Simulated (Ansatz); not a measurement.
# C2H8OSi2: one species, many methods

How much do the methods differ for C2H8OSi2? The plan is to run it at one geometry with functionals of several rungs and with coupled cluster. The yardstick is the atomisation energy at the CCSD(T) limit.

Method: functionals in def2-TZVPP, the program's frozen cores in correlated methods; program: Ansatz 0.2.0, Gaussian basis.

The runs, in order: LDA (SPW92), PBE-D4, revPBE-D4, BLYP-D4, r2SCAN-D4, B97M-V, PBE0-D4, B3LYP-D4, r2SCANh-D4, r2SCAN0-D4, HSE06-D4, BHLYP-D4, CAM-B3LYP-D4, LC-ωPBE, ωB97X-V, ωB97M-V, B2PLYP, PBE-QIDH; CCSD(T)/def2-SVP; CCSD(T)/def2-TZVPP; MP2/def2-QZVPP; extrapolation to the limit; RPA on PBE.

## Step 1: The relaxed structure

An earlier PBE0-D4 in a triple-zeta def2 set relaxation fixed the geometry.

SMILES `OC1C[SiH2][SiH2]1`, 13 atoms, charge 0, spin multiplicity 1.

Atoms are counted from 1 here; the program's logs count them from 0.

Bond lengths: O1–C2 1.414 Å, O1–H6 0.960 Å, C2–C3 1.536 Å, C2–Si5 1.934 Å, C2–H7 1.103 Å, C3–Si4 1.905 Å, C3–H8 1.092 Å, C3–H9 1.096 Å, Si4–Si5 2.324 Å, Si4–H10 1.486 Å, Si4–H11 1.488 Å, Si5–H12 1.489 Å, Si5–H13 1.489 Å. Angles: C2–O1–H6 108.8°, O1–C2–C3 110.6°, O1–C2–Si5 122.0°, O1–C2–H7 110.4°, C3–C2–Si5 98.0°, C3–C2–H7 107.7°, Si5–C2–H7 106.7°, C2–C3–Si4 98.7°, C2–C3–H8 114.1°, C2–C3–H9 108.5°, Si4–C3–H8 119.7°, Si4–C3–H9 107.2°, H8–C3–H9 107.9°, C3–Si4–Si5 76.3°, C3–Si4–H10 116.3°, C3–Si4–H11 113.2°, Si5–Si4–H10 123.1°, Si5–Si4–H11 115.3° and more.

## Step 2: LDA

This LDA is Slater exchange with PW92 correlation.

File in.yaml:

```yaml
crystal:
  periodic: [false, false, false]
  atoms:
    - {symbol: O, position_ang: [-1.322512, 0.991580, -1.490570]}
    - {symbol: C, position_ang: [-0.769143, 0.478295, -0.295017]}
    - {symbol: C, position_ang: [-0.444259, -1.015159, -0.446593]}
    - {symbol: Si, position_ang: [0.822139, -1.181022, 0.966251]}
    - {symbol: Si, position_ang: [0.948497, 1.062524, 0.374071]}
    - {symbol: H, position_ang: [-1.498471, 1.928437, -1.373758]}
    - {symbol: H, position_ang: [-1.485703, 0.582326, 0.536953]}
    - {symbol: H, position_ang: [-1.323317, -1.662526, -0.464364]}
    - {symbol: H, position_ang: [0.099795, -1.159071, -1.387446]}
    - {symbol: H, position_ang: [1.932495, -2.142516, 0.744041]}
    - {symbol: H, position_ang: [0.193796, -1.455199, 2.286894]}
    - {symbol: H, position_ang: [1.897481, 1.316476, -0.745361]}
    - {symbol: H, position_ang: [0.969802, 2.221058, 1.309799]}
basis:
  gaussian: {orbitals: def2-TZVPP}
hamiltonian: {xc: lda}
output: {orbitals: {seedname: orbitals}}
```

After this run come: PBE-D4 (GGA); revPBE-D4 (GGA); BLYP-D4 (GGA); r2SCAN-D4 (meta-GGA); B97M-V (meta-GGA); PBE0-D4 (hybrid); B3LYP-D4 (hybrid); r2SCANh-D4 (hybrid); r2SCAN0-D4 (hybrid); HSE06-D4 (hybrid); BHLYP-D4 (hybrid); CAM-B3LYP-D4 (range-separated); LC-ωPBE (range-separated); ωB97X-V (range-separated); ωB97M-V (range-separated); B2PLYP (double hybrid); PBE-QIDH (double hybrid); CCSD(T) in def2-SVP; CCSD(T) in def2-TZVPP; MP2 in def2-QZVPP; RPA on PBE orbitals.

**Question.** What will the summary of the whole plan be? Wanted: atomisation energy, CCSD(T)/CBS; farthest beyond LDA; mean size of error, GGA; mean size of error, meta-GGA; mean size of error, hybrid; mean size of error, range-separated; mean size of error, double hybrid; gap, smallest and largest; T1 diagnostic.

**Answer**, as computed:

| quantity | value |
| --- | --- |
| atomisation energy, CCSD(T)/CBS | 4553.6 kJ/mol |
| functionals within 22.8 kJ/mol (0.5 %) | r2SCAN-D4, B97M-V, PBE0-D4, B3LYP-D4, r2SCANh-D4, HSE06-D4, CAM-B3LYP-D4, ωB97M-V |
| farthest beyond LDA | BHLYP-D4 (-123.8 kJ/mol) |
| mean size of error, GGA | 45.9 kJ/mol |
| mean size of error, meta-GGA | 8.3 kJ/mol |
| mean size of error, hybrid | 35.2 kJ/mol |
| mean size of error, range-separated | 14.2 kJ/mol |
| mean size of error, double hybrid | 52.8 kJ/mol |
| gap, smallest and largest | 4.61 eV (LDA (SPW92)), 11.52 eV (LC-ωPBE) |
| T1 diagnostic | 0.0123 |
| triples share of the correlation energy | 3.9 % |

LDA overbinds by 630.3 kJ/mol (14 %). PBE-D4 misses by +55.1 kJ/mol. Double hybrids carry the basis error of their MP2 part in triple zeta, and no dispersion term here, so their miss is partly the set-up's. The rungs meta-GGA, range-separated miss on average by less than the doubt on the reference (22.8 kJ/mol), so they tie. The reference freezes the cores and leaves out relativity and excitations past (T), so misses under about 22.8 kJ/mol can't be ranked. Hartree-Fock recovers 73 % of the binding; the rest is correlation. CCSD(T) in def2-SVP is off by -274.4 kJ/mol, more than most functionals: a good method in a small basis is no reference. The gap grows from 4.6 to 11.5 eV across the functionals, mostly with the share of exact exchange.
